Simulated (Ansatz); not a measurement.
A run of Ansatz 0.2.0 is set up as follows.

The input input.yaml:

```yaml
crystal:
  lattice:
    - [-1.7218133622, 1.7218133622, 5.8679415361]
    - [1.7218133622, -1.7218133622, 5.8679415361]
    - [1.7218133622, 1.7218133622, -5.8679415361]
  atoms:
    - { symbol: Ta, position: [0.4999673, 0.4999673, 0.0] }
    - { symbol: Ta, position: [0.2499673, 0.7499673, 0.5] }
    - { symbol: As, position: [0.08263212, 0.08263212, 0.0] }
    - { symbol: As, position: [0.83263212, 0.33263212, 0.5] }
kpoints:
  mp_grid: { grid: [11, 11, 11] }
  band_path:
    path:
      - [0.0, 0.0, 0.0]
      - [-0.5, 0.5, 0.0]
      - [-0.5, 0.5, -0.0430497462]
      - [-0.2715248731, 0.2715248731, -0.2715248731]
      - [0.0, 0.0, 0.0]
      - [0.5, 0.5, -0.5]
      - [0.2715248731, 0.7284751269, -0.7284751269]
      - [0.0, 0.5, -0.5]
    npoints: 10
scf:
  occupations: { method: fermi_dirac, width: 0.05 }
hamiltonian:
  xc: pbesol
  pseudopotentials: { kind: all_electron, datasets: crystal }
output:
  forces: true
  stress: true
  eigenvalues: true
```

Potentials or basis: all-electron PAW datasets made for the crystal.

Launch:

```console
$ ansatz run input.yaml --threads 2 --pin off --max-ram 8192MiB --backend cpu --events-out ev --progress --plain --runs-dir out
```

**Question.** What does it give for the band gap along the path?

**Answer.** None (metal or under the smearing width).

**Question.** Estimate the largest force.

**Answer.** 0.022 eV/Å.

**Question.** Predict the pressure.

**Answer.** -3.8 GPa.

Stress tensor (GPa, compression positive):
```
-3.57  0.00  0.00
 0.00 -3.57  0.00
 0.00  0.00 -4.19
```

Caveat: spin-orbit coupling is left out, which moves the levels of the heavy elements.
